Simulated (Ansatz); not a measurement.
Write a Python script for Ansatz 0.2.0 through its Python package that makes a check of PAW against all-electron LAPW of YZn, space group Fm-3m. Settings (first run): PBEsol, PAW, the default cutoff (420 eV here), 6×6×6 k-points, Fermi-Dirac smearing of 0.05 eV.

Contents of `yzn.vasp`:
```text
YZn
1.0
   0.00000000    2.96298700    2.96298700
   2.96298700    0.00000000    2.96298700
   2.96298700    2.96298700    0.00000000
Y Zn
1 1
Direct
   0.00000000    0.00000000    0.00000000
   0.50000000    0.50000000    0.50000000
```

`run_paw_lapw.py`
```python
# -*- coding: utf-8 -*-
"""Checking the PAW result for YZn with LAPW."""

import ansatz as az
from ase.io import read
import numpy as np
import pandas as pd


def count_gap(report):
    # lowest empty less highest filled band, counting bands; zero where they overlap
    return max(report.get("gap_by_band_count_ev") or 0.0, 0.0)


def main():
    atoms = read("yzn.vasp", format="vasp")
    structure = az.Crystal.from_ase(atoms)

    setup = (
        structure.calculation()
        .functional("PBEsol")
        .kpoints(6, center="gamma")
        .occupations("Fermi-Dirac", width=0.05)
        .stress()
        .forces()
        .band_table()
    )
    variants = {
        "PAW": setup.pseudopotentials("paw"),
        "LAPW": setup.pseudopotentials("all_electron", lapw=True),
    }
    # totals differ by the cores that each treatment holds, so compare what does not depend on them
    rows = []
    for label, variant in variants.items():
        rep = variant.run().report
        levels = np.array(rep["eigenvalues_ev"][0]) - rep["fermi_energy_ev"]
        print(label, "levels at the first k-point near E_F:", np.round(levels[np.abs(levels) < 5], 3))
        rows.append((label, rep["n_electrons"], np.trace(rep["stress_gpa"]) / 3, count_gap(rep)))
    print(pd.DataFrame(rows, columns=["treatment", "electrons in bands", "P GPa", "gap by band count eV"]).round(4).to_string(index=False))


if __name__ == "__main__":
    main()
```

`python run_paw_lapw.py` gives:
```text
DeckWarning: basis.ecutwfc = 420 eV, auto-derived from the records' recommended cutoffs: set by Y (normal level)
PAW levels at the first k-point near E_F: [1.675 1.675 1.675 2.675 2.675 4.965]
LAPW levels at the first k-point near E_F: [1.675 1.675 1.675 2.675 2.675 4.964 4.964]
treatment  electrons in bands   P GPa  gap by band count eV
      PAW                23.0 -2.6298                   0.0
     LAPW                49.0 -2.6338                   0.0
```
(Warnings from the package without file and line.)

PAW gives -2.630 GPa and LAPW -2.634 GPa, 0.004 GPa apart. They took 0.8 and 5.1 s of processor time.

Notes:
- The computed bands are complete only to about 3.9 eV above the Fermi level.
- For a metal this k-point mesh is coarse: on a finer one energies can move by several to tens of meV an atom and pressures by half a GPa or more, differences at one mesh by less.
- A gap by band count of zero or less means overlapping bands, a metal, and at an odd count of electrons it is no gap at all.
- This cell is a computed structure, which may not be the phase found in nature.
- Levels are Kohn-Sham eigenvalues on this mesh, without spin-orbit coupling.
- Pressure is positive in compression; the treatments may keep other shells as core, so totals and counts of electrons can differ.
- The whole script took 7.1 s on 1 thread of Arm Neoverse V2, with other jobs on the host, peak memory 0.52 GiB.

(A comment or docstring line of the script was reworded after the run, the code is as it ran; lines on the test bed's own set-up are left out of the output.)
